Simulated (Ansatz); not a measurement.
# C2H8FNOSi: the cost of one run

Program: Ansatz 0.2.0. Level of theory: RKS PBE0-D4/def2-SVP. These are calculated values, not measurements.

**1. Starting point**

Bond lengths: C1–Si2 1.879 Å, Si2–N3 1.704 Å, Si2–O4 1.727 Å, Si2–C5 1.860 Å, C5–F6 1.387 Å, C1–H7 1.045 Å, C1–H8 1.093 Å, C1–H9 1.152 Å, N3–H10 1.049 Å, N3–H11 1.023 Å, O4–H12 1.003 Å, C5–H13 1.103 Å, C5–H14 1.094 Å. Angles (14 of 22 angles, heavy atoms first): C1–Si2–N3 108.4°, C1–Si2–O4 110.9°, C1–Si2–C5 112.5°, N3–Si2–O4 99.5°, N3–Si2–C5 111.0°, O4–Si2–C5 113.7°, Si2–C5–F6 108.4°, Si2–C1–H7 112.3°, Si2–C1–H8 106.8°, Si2–C1–H9 107.8°, Si2–N3–H10 105.5°, Si2–N3–H11 106.1°, Si2–O4–H12 110.9°, Si2–C5–H13 115.2°.

Structure file:

```xyz
14

C    -0.4700   -1.5459    0.6544
Si    0.2469    0.0345   -0.0665
N     0.9851   -0.3396   -1.5558
O     1.6377    0.5413    0.8230
C    -1.0334    1.3676   -0.2740
F    -1.4268    1.7955    0.9853
H     0.2497   -2.2963    0.7564
H    -1.2822   -1.8557   -0.0088
H    -0.9419   -1.2855    1.6724
H     1.6825   -1.0930   -1.3406
H     1.5951    0.4511   -1.7772
H     1.3774    0.8910    1.7259
H    -0.6858    2.2755   -0.7943
H    -1.9472    1.0304   -0.7714
```

**2. End point A**

input.yaml reads:

```yaml
crystal:
  periodic: [false, false, false]
  atoms:
    - { symbol: C, position_ang: [-0.47, -1.5459, 0.6544] }
    - { symbol: Si, position_ang: [0.2469, 0.0345, -0.0665] }
    - { symbol: "N", position_ang: [0.9851, -0.3396, -1.5558] }
    - { symbol: O, position_ang: [1.6377, 0.5413, 0.823] }
    - { symbol: C, position_ang: [-1.0334, 1.3676, -0.274] }
    - { symbol: F, position_ang: [-1.4268, 1.7955, 0.9853] }
    - { symbol: H, position_ang: [0.2497, -2.2963, 0.7564] }
    - { symbol: H, position_ang: [-1.2822, -1.8557, -0.0088] }
    - { symbol: H, position_ang: [-0.9419, -1.2855, 1.6724] }
    - { symbol: H, position_ang: [1.6825, -1.093, -1.3406] }
    - { symbol: H, position_ang: [1.5951, 0.4511, -1.7772] }
    - { symbol: H, position_ang: [1.3774, 0.891, 1.7259] }
    - { symbol: H, position_ang: [-0.6858, 2.2755, -0.7943] }
    - { symbol: H, position_ang: [-1.9472, 1.0304, -0.7714] }
basis:
  gaussian: { orbitals: def2-SVP }
hamiltonian:
  xc: pbe0
  dispersion: d4
relax:
  f_tol: 0.015
  max_steps: 40
output:
  orbitals: {}
```

Started as:

```
$ ansatz run input.yaml --threads 2 --pin off --max-ram 3072MiB --backend cpu --events-out ev --progress --plain --runs-dir out
```

What time and memory should one allow on 2 threads of Intel Xeon 6975P-C (Granite Rapids), shared host?

About 31 s, with a peak of 0.34 GiB.
